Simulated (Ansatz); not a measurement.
Runs of Ansatz 0.2.0 on PtF2. Symmetry: R-3m, No. 166, trigonal system. The conventional cell has a = 3.130 Å, b = 3.130 Å, c = 14.193 Å, α = 90.00°, β = 90.00°, γ = 120.00°. Around Pt (site symmetry -3m) lie 6 F at 2.14 Å. F (site symmetry 3m) is surrounded by 3 Pt at 2.14 Å. The cell was built by a generator and needn't be a form met in nature.

```csv
level,spin,U,cutoff (eV),gap on the mesh (eV),pressure (GPa),moment (μB),largest force (eV/Å)
PBE+U,"collinear, ferromagnetic start",Pt d U = 6 eV,420,(b),27.7,2.00,1.72
r2SCAN+U,"collinear, random start",Pt d U = 2 eV,500,(c),22.0,2.00,1.41
PBE+U,off,Pt d U = 6 eV,420,none,(a),-,1.10
r2SCAN+U,"collinear, ferromagnetic start",Pt d U = 5 eV,500,2.16,(d),2.00,1.48
```

Alike in all rows: task single point; potentials or basis Ansatz PAW; cell as given; k mesh 7 × 7 × 7; smearing gaussian 0.05 eV.

Task: Fill in the values left out.

Result: (a) 24.4; (b) 1.81; (c) 1.37; (d) 23.2.

Caveats: forces of over 1 eV/Å show positions far from the minimum, so gaps and moduli don't describe the material at rest; the magnetic or orbital state may not be the lowest (some runs); odd divisions of the mesh miss points on the zone boundary, where band edges often lie, so the gap on the mesh can be too wide (some runs); spin-orbit coupling is left out, which moves the levels of the heavy elements (some runs); the PAW data sets come from PBE, with cores solved anew for the run's functional, which leaves a small shift of forces and pressure (some runs); U without spin polarisation on a metal has little footing (some runs).

A k mesh can miss the band edges, and the runs leave out spin-orbit coupling on Pt.

A gap of «none» marks a metal or a gap under the smearing width.

Not every run made on this cell is shown here.
